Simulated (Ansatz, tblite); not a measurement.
## A script for MgIF (GFN1-xTB)

These are simulated results from tblite 0.8.0, not measurements. The cell was built from a prototype and was relaxed with r2SCAN in plane waves (Ansatz 0.2.0). It may be hypothetical. It is a single sheet, repeated along a and b, with vacuum along c. All runs are without spin polarisation.

In-plane lattice: a = 3.714 Å, b = 3.714 Å, γ = 120.0°; thickness between the outer nuclei 2.60 Å. Mg is surrounded by 3 F at 2.28 Å and 3 I at 2.81 Å; F is surrounded by 3 Mg at 2.28 Å; I is surrounded by 3 Mg at 2.81 Å.

tblite solves periodic systems at the zone centre alone, so the script builds a cluster of 3×3×1 conventional cells (27 atoms), which folds in a coarse mesh of k points.

run.py reads:

```python
import json
from ase import Atoms
from ase.build import make_supercell
from ase.units import Bohr, GPa, Hartree
from tblite.interface import Calculator

atoms = Atoms(['Mg', 'F', 'I'],
              cell=[[3.713641, -0.0, -0.0], [-1.856821, 3.216107, -0.0], [-0.0, -0.0, 29.255505]],
              scaled_positions=[[-0.0, 0.0, 0.319489], [0.333333, 0.666667, 0.346091], [0.666667, 0.333333, 0.257323]],
              pbc=True)
cluster = make_supercell(atoms, [[3, 0, 0], [0, 3, 0], [0, 0, 1]])
calc = Calculator('GFN1-xTB', cluster.numbers, cluster.positions / Bohr, lattice=cluster.cell[:] / Bohr, periodic=cluster.pbc)
calc.set('temperature', 0.02 / Hartree)
calc.set('max-iter', 150)
res = calc.singlepoint()
levels = res.get('orbital-energies') * Hartree
nv = round(res.get('orbital-occupations').sum() / 2)
cells = len(cluster) // len(atoms)
out = {'energy_per_cell': res.get('energy') * Hartree / cells, 'homo': levels[nv - 1], 'lumo': levels[nv],
       'stress': (-res.get('virial') * Hartree / cluster.get_volume() / GPa).tolist(), 'charges': res.get('charges')[:len(atoms)].tolist(), 'electrons': 2 * nv / cells}
json.dump(out, open('results.json', 'w'))
for key, value in out.items():
    print(key, value)
```

Command: `python run.py`. It took 0.5 s on 1 thread of AMD EPYC 9R45 96-Core Processor (Zen 5) (shared host), peak memory 0.096 GiB.

Output:

```
------------------------------------------------------------
  cycle        total energy    energy error   density error
------------------------------------------------------------
      1     -87.97045596519  -8.7951858E+01   7.7412226E-01
      2     -88.39791010348  -4.2745414E-01   3.5165147E-01
      3     -87.61111651219   7.8679359E-01   3.7161509E-01
      4     -89.10744358878  -1.4963271E+00   8.3903477E-02
      5     -89.05067604987   5.6767539E-02   7.6414778E-02
      6     -89.14438533180  -9.3709282E-02   8.3975391E-03
      7     -89.14485829891  -4.7296711E-04   5.1132399E-03
      8     -89.14518926622  -3.3096731E-04   1.8183915E-03
      9     -89.14520998775  -2.0721536E-05   4.4084127E-04
     10     -89.14521227232  -2.2845687E-06   1.4776386E-04
     11     -89.14521243560  -1.6327890E-07   2.6017424E-05
     12     -89.14521244424  -8.6395602E-09   8.4700066E-06
------------------------------------------------------------

 total:                                   0.165 sec
energy_per_cell -269.5294208938334
homo -10.256549879345771
lumo -9.161006879670172
stress [[1.7176222745280718, -1.3361677532876067e-06, 2.5198585639586773e-06], [-1.3361677532920244e-06, 1.7176216752467717, -1.4417944183387954e-06], [2.5198585639451333e-06, -1.4417944183238836e-06, -0.41379565128204865]]
charges [0.6140964361016091, -0.5151662655333409, -0.09892905680065504]
electrons 16.0
```

The cycle table is in hartree for the whole cluster, and the lines after it are in eV (the energy for one cell). The printed stress is in GPa and positive in compression, and the pressure is its mean diagonal, here averaged over the vacuum too.

GFN1-xTB gives a gap of 1.10 eV. On the same cell, plane-wave PBE (Ansatz, 12×12×1 k points and the special points) gives a gap of 1.50 eV and r2SCAN a gap of 2.00 eV; on shared hosts these took about 6.2 and 13 core-seconds on the 3-atom cell, against 0.5 for the script. Spin-orbit coupling, left out in all these runs, can cut or reorder the gap by tenths of an eV, up to about 1 eV with Pb or Bi. xTB was fitted to molecules, so gaps, charges and pressures of solids can be far off, and the gap also depends on the size of the cluster.

xTB was fitted mostly to molecules, and a small cluster samples few k points, so gaps, pressures and kinks along a curve can be far from a solid's.

Spin-orbit coupling is left out, which matters wherever the heavy atoms make up the band edges.
